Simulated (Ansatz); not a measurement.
# SiH4O + HF + H2O: a complex and its separated parts, part 3 of 3

Ansatz 0.2.0, Gaussian basis.

### 19 RPA on PBE/def2-TZVPP

The inputs:

parta/in.yaml

```yaml
crystal:
  periodic: [false, false, false]
  atoms:
    - {symbol: Si, position_ang: [-1.549246, -0.401758, -0.207121]}
    - {symbol: O, position_ang: [-0.608805, -0.022002, 1.091628]}
    - {symbol: H, position_ang: [-0.768238, -1.375418, -1.003234]}
    - {symbol: H, position_ang: [-2.842264, -1.010902, 0.210116]}
    - {symbol: H, position_ang: [-1.855029, 0.798060, -1.034142]}
    - {symbol: H, position_ang: [-0.956493, 0.602681, 1.728614]}
basis:
  gaussian: {orbitals: def2-TZVPP}
hamiltonian: {xc: pbe}
correlation: {method: rpa}
```

partb/in.yaml

```yaml
crystal:
  periodic: [false, false, false]
  atoms:
    - {symbol: H, position_ang: [1.595144, 0.656088, -1.000368]}
    - {symbol: F, position_ang: [1.151299, 0.801530, -1.793051]}
basis:
  gaussian: {orbitals: def2-TZVPP}
hamiltonian: {xc: pbe}
correlation: {method: rpa}
```

partc/in.yaml

```yaml
crystal:
  periodic: [false, false, false]
  atoms:
    - {symbol: H, position_ang: [1.202715, 0.126806, 0.886448]}
    - {symbol: O, position_ang: [2.063856, 0.317694, 0.508590]}
    - {symbol: H, position_ang: [2.567061, -0.492680, 0.612621]}
basis:
  gaussian: {orbitals: def2-TZVPP}
hamiltonian: {xc: pbe}
correlation: {method: rpa}
```

Each run has its own folder and the same command.

On the command line:

```console
$ ansatz run in.yaml --threads 4 --pin off --events-out ev --progress --plain --max-ram 9574MiB
```

Log of parta (excerpt; [...] marks lines left out):

```text
Functional definition: PBE
  name "PBE"
  cite "Perdew, Burke & Ernzerhof, Phys. Rev. Lett. 77, 3865 (1996) doi:10.1103/PhysRevLett.77.3865"
  parent pbe
[...]
746 factors; integrals over basis functions are off by at most 7.5e-4 eV
[...]
mean field -9985.38609285 eV, -366.9561705744 hartree, gradient 5.8e-6 eV, S^2 0.000000; 0 other end points of the search recorded, 0 dependent functions left out
6 core orbitals not correlated: weight in the atoms' cores, before any rotation towards them, 1.000 or more for the frozen orbitals, at most 0.000 for the correlated occupied ones
reference -9964.31009245 eV, -366.1816418454 hartree; 7, 7 occupied and 116, 116 virtual orbitals, 746 factors
Total energy: -9981.80798379 eV, -366.8246774919 hartree
```

Log of partb (excerpt; [...] marks lines left out):

```text
[... 4 set-up lines as earlier in the session ...]
[...]
287 factors; integrals over basis functions are off by at most 1.0e-3 eV
[...]
mean field -2731.84358137 eV, -100.3933999052 hartree, gradient 9.2e-7 eV, S^2 0.000000; 0 other end points of the search recorded, 0 dependent functions left out
1 core orbitals not correlated: weight in the atoms' cores, before any rotation towards them, 1.000 or more for the frozen orbitals, at most 0.000 for the correlated occupied ones
reference -2722.68122584 eV, -100.0566895500 hartree; 4, 4 occupied and 40, 40 virtual orbitals, 287 factors
Total energy: -2733.63265940 eV, -100.4591473102 hartree
```

partc printed (excerpt; [...] marks lines left out):

```text
[... 4 set-up lines as earlier in the session ...]
[...]
361 factors; integrals over basis functions are off by at most 8.4e-4 eV
[...]
mean field -2078.40752784 eV, -76.3800678529 hartree, gradient 6.3e-6 eV, S^2 0.000000; 0 other end points of the search recorded, 0 dependent functions left out
1 core orbitals not correlated: weight in the atoms' cores, before any rotation towards them, 1.000 or more for the frozen orbitals, at most 0.000 for the correlated occupied ones
reference -2069.53701826 eV, -76.0540826386 hartree; 4, 4 occupied and 54, 54 virtual orbitals, 361 factors
Total energy: -2080.48256721 eV, -76.4563241434 hartree
```

They took 0.85 s (parta), 0.2 s (partb), 0.25 s (partc) on 4 threads of Arm Neoverse V2, shared host.

### 20 CCSD(T)/def2-TZVPP

Each input of step 19 (parta, partb, partc) changes in the same lines:

```diff
-hamiltonian: {xc: pbe}
-correlation: {method: rpa}
+correlation: {method: ccsd_t}
```

One command serves all of them, each in its own folder.

On the command line:

```console
$ ansatz run in.yaml --threads 4 --pin off --events-out ev --progress --plain --max-ram 9574MiB
```

parta printed (excerpt; [...] marks lines left out):

```text
Functional definition: HF
  name "HF"
  cite "Fock, Z. Phys. 61, 126 (1930) doi:10.1007/BF01340294"
[... 1 set-up line as earlier in the session ...]
[...]
746 factors; integrals over basis functions are off by at most 7.5e-4 eV
[...]
mean field -9965.09467222 eV, -366.2104746201 hartree, gradient 2.3e-6 eV, S^2 0.000000; 0 other end points of the search recorded, 0 dependent functions left out
6 core orbitals not correlated: weight in the atoms' cores, before any rotation towards them, 1.000 or more for the frozen orbitals, at most 0.000 for the correlated occupied ones
reference -9965.09467222 eV, -366.2104746201 hartree; 7, 7 occupied and 116, 116 virtual orbitals, 746 factors
second order -10.23318417 eV of doubles, -0.00000000 eV of singles
cycle   1  -10.56893695 eV  change   -3.4e-1 eV  update   6.9e-2
[...]
cycle   9  -10.90278121 eV  change   -3.8e-6 eV  update   8.1e-6
perturbative correction -0.32822108 eV, -0.0120619023 hartree
Total energy: -9976.32567450 eV, -366.6232063415 hartree
```

Log of partb (excerpt; [...] marks lines left out):

```text
[... 4 set-up lines as earlier in the session ...]
[...]
287 factors; integrals over basis functions are off by at most 1.0e-3 eV
[...]
mean field -2722.91269119 eV, -100.0651957447 hartree, gradient 4.5e-6 eV, S^2 0.000000; 0 other end points of the search recorded, 0 dependent functions left out
1 core orbitals not correlated: weight in the atoms' cores, before any rotation towards them, 1.000 or more for the frozen orbitals, at most 0.000 for the correlated occupied ones
reference -2722.91269119 eV, -100.0651957447 hartree; 4, 4 occupied and 40, 40 virtual orbitals, 287 factors
second order -7.36487237 eV of doubles, -0.00000000 eV of singles
cycle   1  -7.29622722 eV  change    6.9e-2 eV  update   3.9e-2
[...]
cycle   8  -7.43091058 eV  change    4.5e-7 eV  update   3.3e-6
perturbative correction -0.17033959 eV, -0.0062598643 hartree
Total energy: -2730.51394135 eV, -100.3445365359 hartree
```

Output in partc (excerpt; [...] marks lines left out):

```text
[... 4 set-up lines as earlier in the session ...]
[...]
361 factors; integrals over basis functions are off by at most 8.4e-4 eV
[...]
mean field -2069.76245498 eV, -76.0623672851 hartree, gradient 3.6e-6 eV, S^2 0.000000; 0 other end points of the search recorded, 0 dependent functions left out
1 core orbitals not correlated: weight in the atoms' cores, before any rotation towards them, 1.000 or more for the frozen orbitals, at most 0.000 for the correlated occupied ones
reference -2069.76245498 eV, -76.0623672851 hartree; 4, 4 occupied and 54, 54 virtual orbitals, 361 factors
second order -7.10550457 eV of doubles, -0.00000000 eV of singles
cycle   1  -7.11158238 eV  change   -6.1e-3 eV  update   4.1e-2
[...]
cycle   8  -7.26602857 eV  change    3.3e-6 eV  update   7.2e-6
perturbative correction -0.20739593 eV, -0.0076216598 hartree
Total energy: -2077.23587948 eV, -76.3370105697 hartree
```

They took 2.5 s (parta), 0.15 s (partb), 0.25 s (partc) on 4 threads of Arm Neoverse V2, shared host; peak memory 0.6 GiB.

### 21 Vibrations of SiH4O

vib-parta/in.yaml reads:

```yaml
crystal:
  periodic: [false, false, false]
  atoms:
    - {symbol: Si, position_ang: [-1.549246, -0.401758, -0.207121]}
    - {symbol: O, position_ang: [-0.608805, -0.022002, 1.091628]}
    - {symbol: H, position_ang: [-0.768238, -1.375418, -1.003234]}
    - {symbol: H, position_ang: [-2.842264, -1.010902, 0.210116]}
    - {symbol: H, position_ang: [-1.855029, 0.798060, -1.034142]}
    - {symbol: H, position_ang: [-0.956493, 0.602681, 1.728614]}
basis:
  gaussian: {orbitals: def2-TZVP}
hamiltonian: {xc: pbe0, dispersion: d4}
phonons: {temperatures: {t_min: 298.15, t_max: 900, t_step: 200}}
```

On the command line:

```console
$ ansatz run in.yaml --threads 4 --pin off --events-out ev --progress --plain --max-ram 9574MiB
```

Log (excerpt; [...] marks lines left out):

```text
[... 5 set-up lines as earlier in the session ...]
[...]
595 factors; their error is unknown
[...]
mean field -9986.23328815 eV, -366.9873044276 hartree, gradient 4.1e-5 eV, S^2 0.000000; 0 other end points of the search recorded, 0 dependent functions left out
[...]
Atom 3 at    -2.842264    -1.010902     0.210116 Å, force     0.000100    -0.000046    -0.000096 eV/Å
Atom 4 at    -1.855029     0.798060    -1.034142 Å, force     0.000189    -0.000000     0.000316 eV/Å
Atom 5 at    -0.956493     0.602681     1.728614 Å, force    -0.000229     0.000567     0.000138 eV/Å
Dipole moment:    -0.184280     0.179548     0.116316 e Å
Vibrations: 195.96 679.76 719.13 847.63 907.88 946.76 967.05 993.23 2208.51 2213.56 2260.50 3930.97 cm⁻¹, zero-point energy 1.045866 eV
```

Wall time 12 s (4 threads of Arm Neoverse V2, shared host).

Wavenumbers and character of the modes:

```
mode  wavenumber (cm⁻¹)               character
   1                196                 torsion
   2                680                    bend
   3                719                    bend
   4                848  bend with Si–O stretch
   5                908  bend with Si–O stretch
   6                947       bend with torsion
   7                967       bend with torsion
   8                993                    bend
   9               2209            Si–H stretch
  10               2214            Si–H stretch
  11               2260            Si–H stretch
  12               3931             O–H stretch
```

Vibrational sums (real modes only):

```
T (K)  entropy (J/mol/K)  heat capacity (J/mol/K)
  298               14.3                     24.4
  498               32.1                     45.2
  698               49.6                     58.7
  898               65.6                     68.0
```

### 22 Vibrations of HF

vib-partb/in.yaml reads:

```yaml
crystal:
  periodic: [false, false, false]
  atoms:
    - {symbol: H, position_ang: [1.595144, 0.656088, -1.000368]}
    - {symbol: F, position_ang: [1.151299, 0.801530, -1.793051]}
basis:
  gaussian: {orbitals: def2-TZVP}
hamiltonian: {xc: pbe0, dispersion: d4}
phonons: {temperatures: {t_min: 298.15, t_max: 900, t_step: 200}}
```

On the command line:

```console
$ ansatz run in.yaml --threads 4 --pin off --events-out ev --progress --plain --max-ram 9574MiB
```

Log (excerpt; [...] marks lines left out):

```text
[... 5 set-up lines as earlier in the session ...]
[...]
200 factors; their error is unknown
[...]
mean field -2731.80169997 eV, -100.3918607921 hartree, gradient 6.9e-6 eV, S^2 0.000000; 0 other end points of the search recorded, 0 dependent functions left out
[...]
reference -2731.80151905 eV, -100.3918541436 hartree; 5, 5 occupied and 32, 32 virtual orbitals, 200 factors
Total energy: -2731.80322170 eV, -100.3919167147 hartree
Atom 0 at     1.595144     0.656088    -1.000368 Å, force    -0.000002     0.000001    -0.000004 eV/Å
Atom 1 at     1.151299     0.801530    -1.793051 Å, force     0.000002    -0.000001     0.000004 eV/Å
Dipole moment:     0.193363    -0.063362     0.345335 e Å
Vibrations: 4152.87 cm⁻¹, zero-point energy 0.257445 eV
```

Wall time 0.75 s (4 threads of Arm Neoverse V2, shared host).

The modes, with what each moves most:

```
mode  wavenumber (cm⁻¹)    character
   1               4153  F–H stretch
```

Vibrational sums (real modes only):

```
T (K)  entropy (J/mol/K)  heat capacity (J/mol/K)
  298                0.0                      0.0
  498                0.0                      0.0
  698                0.0                      0.1
  898                0.1                      0.5
```

### 23 Vibrations of H2O

vib-partc/in.yaml reads:

```yaml
crystal:
  periodic: [false, false, false]
  atoms:
    - {symbol: H, position_ang: [1.202715, 0.126806, 0.886448]}
    - {symbol: O, position_ang: [2.063856, 0.317694, 0.508590]}
    - {symbol: H, position_ang: [2.567061, -0.492680, 0.612621]}
basis:
  gaussian: {orbitals: def2-TZVP}
hamiltonian: {xc: pbe0, dispersion: d4}
phonons: {temperatures: {t_min: 298.15, t_max: 900, t_step: 200}}
```

On the command line:

```console
$ ansatz run in.yaml --threads 4 --pin off --events-out ev --progress --plain --max-ram 9574MiB
```

Log (excerpt; [...] marks lines left out):

```text
[... 5 set-up lines as earlier in the session ...]
[...]
239 factors; their error is unknown
[...]
mean field -2078.33307683 eV, -76.3773318288 hartree, gradient 1.2e-5 eV, S^2 0.000000; 0 other end points of the search recorded, 0 dependent functions left out
[...]
Total energy: -2078.33734654 eV, -76.3774887378 hartree
Atom 0 at     1.202715     0.126806     0.886448 Å, force     0.000219    -0.000790     0.000200 eV/Å
Atom 1 at     2.063856     0.317694     0.508590 Å, force    -0.000090     0.002018    -0.000679 eV/Å
Atom 2 at     2.567061    -0.492680     0.612621 Å, force    -0.000129    -0.001228     0.000479 eV/Å
Dipole moment:    -0.131986    -0.369215     0.177696 e Å
Vibrations: 1622.74 3851.80 3959.62 cm⁻¹, zero-point energy 0.584844 eV
```

It took 0.95 s on 4 threads of Arm Neoverse V2, shared host.

The modes, with what each moves most:

```
mode  wavenumber (cm⁻¹)    character
   1               1623         bend
   2               3852  O–H stretch
   3               3960  O–H stretch
```

Vibrational sums (real modes only):

```
T (K)  entropy (J/mol/K)  heat capacity (J/mol/K)
  298                0.0                      0.2
  498                0.4                      1.7
  698                1.4                      3.9
  898                2.6                      6.1
```

### 24 Complex less separated parts

The complex's own energies come from single points at the same levels.

Rows are in def2-TZVPP; times add the 4 runs of a level on a shared host, so small differences are noise.

Differences are taken before rounding.

```
      method                    rung  complex less parts (kJ/mol)  from CCSD(T) (kJ/mol)     time
       SPW92                     LDA                       -116.3                  -47.7    1.4 s
      PBE-D4                     GGA                        -82.8                  -14.2    2.1 s
     BLYP-D4                     GGA                        -78.2                   -9.6    2.2 s
   r2SCAN-D4                meta-GGA                        -78.2                   -9.6    4.7 s
      B97M-V                meta-GGA                        -71.1                   -2.5      8 s
     PBE0-D4                  hybrid                        -77.4                   -8.8    2.8 s
    B3LYP-D4                  hybrid                        -77.2                   -8.6    2.6 s
  r2SCAN0-D4                  hybrid                        -76.0                   -7.4    4.9 s
    BHLYP-D4                  hybrid                        -75.7                   -7.2    2.5 s
CAM-B3LYP-D4  range-separated hybrid                        -82.7                  -14.2      3 s
     wB97X-V  range-separated hybrid                        -74.9                   -6.3    7.1 s
     wB97M-V  range-separated hybrid                        -75.1                   -6.5    7.9 s
      B2PLYP           double hybrid                        -69.2                   -0.6    4.8 s
    PBE-QIDH           double hybrid                        -70.4                   -1.8    5.2 s
  RPA on PBE                     RPA                        -61.2                   +7.4    5.4 s
Hartree-Fock            wavefunction                        -42.6                  +25.9         
         MP2            wavefunction                        -69.9                   -1.3         
        CCSD            wavefunction                        -64.2                   +4.4         
     CCSD(T)            wavefunction                        -68.6                      0  1.8 min
```

Among the levels timed on like hardware and quicker than the yardstick, those that no quicker one beats, quickest first: SPW92 (1.4 s, -47.7 kJ/mol); PBE-D4 (2.1 s, -14.2 kJ/mol); BLYP-D4 (2.2 s, -9.6 kJ/mol); BHLYP-D4 (2.5 s, -7.2 kJ/mol); B2PLYP (4.8 s, -0.6 kJ/mol).

For cost: B2PLYP gets within 0.6 kJ/mol in 4.8 s, where CCSD(T) took 1.8 min; the quickest level in the cost chart, SPW92, takes 1.4 s and misses by 47.7 kJ/mol.

The complex's zero-point energy, from a separate PBE0-D4 run, is 2.087 eV.

### 25 Results

The summary covers parts 1 to 3.

| quantity | value |
| --- | --- |
| complex less parts, CCSD(T)/def2-TZVPP | -68.6 kJ/mol |
| with zero-point energy | -49.4 kJ/mol |
| largest T1 diagnostic | 0.011 |

In words: At CCSD(T) the complex lies 68.6 kJ/mol below its parts. The functionals run from B2PLYP, off by -0.6 kJ/mol, to SPW92, off by -47.7 kJ/mol, against CCSD(T). Mean unsigned error by rung: LDA 47.7, GGA 11.9, meta-GGA 6.1, hybrid 8.0, range-separated hybrid 9.0, double hybrid 1.2 kJ/mol. PBE-D4 gives a relative energy 14.2 kJ/mol too low, outside chemical accuracy (1 kcal/mol, 4.2 kJ/mol). No counterpoise was applied, and triple zeta lacks some correlation, so the CCSD(T) reference has a basis error of its own, and close matches with it are partly luck.
